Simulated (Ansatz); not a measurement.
# C₂H₄F₂Si₂: how energies converge with the basis set

The task here is to estimate one member of a computed series from the others.

Method: one geometry, several basis sets; program: Ansatz 0.2.0, Gaussian basis.

Plan: PBE0-D4/def2-SVP; ωB97M-V/def2-SVP; PBE0-D4/def2-QZVPP; ωB97M-V/def2-QZVPP; the functionals' def2-TZVPP values are taken from earlier runs.

## The relaxed structure

All runs share one geometry, relaxed beforehand with PBE0-D4 in a triple-zeta def2 set.

SMILES `F[SiH](F)C#C[SiH3]`, 10 atoms, charge 0, spin multiplicity 1.

Atoms are counted from 1 here; the program's logs count them from 0.

Bond lengths: F1–Si2 1.582 Å, Si2–F3 1.582 Å, Si2–C4 1.809 Å, Si2–H7 1.469 Å, C4–C5 1.213 Å, C5–Si6 1.832 Å, Si6–H8 1.482 Å, Si6–H9 1.482 Å, Si6–H10 1.482 Å. Angles: F1–Si2–F3 107.6°, F1–Si2–C4 109.1°, F1–Si2–H7 109.0°, F3–Si2–C4 109.1°, F3–Si2–H7 109.0°, C4–Si2–H7 112.9°, Si2–C4–C5 177.6°, C4–C5–Si6 179.5°, C5–Si6–H8 108.7°, C5–Si6–H9 108.6°, C5–Si6–H10 108.6°, H8–Si6–H9 110.3°, H8–Si6–H10 110.3°, H9–Si6–H10 110.3°.

Set-up of the first run:

The input, in.yaml:

```yaml
crystal:
  periodic: [false, false, false]
  atoms:
    - {symbol: F, position_ang: [-0.089768, -3.229854, -0.654938]}
    - {symbol: Si, position_ang: [0.801197, -1.997082, -1.089889]}
    - {symbol: F, position_ang: [0.660275, -1.835322, -2.657274]}
    - {symbol: C, position_ang: [0.181073, -0.502405, -0.281234]}
    - {symbol: C, position_ang: [-0.188256, 0.506490, 0.282921]}
    - {symbol: Si, position_ang: [-0.761231, 2.027768, 1.127642]}
    - {symbol: H, position_ang: [2.204945, -2.283681, -0.763672]}
    - {symbol: H, position_ang: [-2.168372, 2.284724, 0.741022]}
    - {symbol: H, position_ang: [-0.659389, 1.822260, 2.591770]}
    - {symbol: H, position_ang: [0.102528, 3.156005, 0.706551]}
basis:
  gaussian: {orbitals: def2-SVP}
hamiltonian: {xc: pbe0, dispersion: d4}
output: {orbitals: {seedname: orbitals}}
```

The run is started by

```console
ansatz run in.yaml --threads 4 --pin off --events-out ev --progress --plain --max-ram 10444MiB
```

Among the steps run: PBE0-D4 in def2-SVP; ωB97M-V in def2-SVP; PBE0-D4 in def2-QZVPP; ωB97M-V in def2-QZVPP.

One of the session's tables, all rows but one given; the rest of the session is left out.

It belongs to the step «Functionals by basis». 

| functional | basis | HOMO (eV) |
| --- | --- | --- |
| PBE0-D4 | def2-SVP | -8.73 |
| PBE0-D4 | def2-TZVPP | ? |
| PBE0-D4 | def2-QZVPP | -8.78 |
| ωB97M-V | def2-SVP | -10.91 |
| ωB97M-V | def2-TZVPP | -10.98 |
| ωB97M-V | def2-QZVPP | -10.99 |

Q: Estimate the row for PBE0-D4, def2-TZVPP from the others.

As computed: HOMO (eV): -8.77. In the column «HOMO (eV)» it lies between PBE0-D4, def2-QZVPP (-8.78) and PBE0-D4, def2-SVP (-8.73).
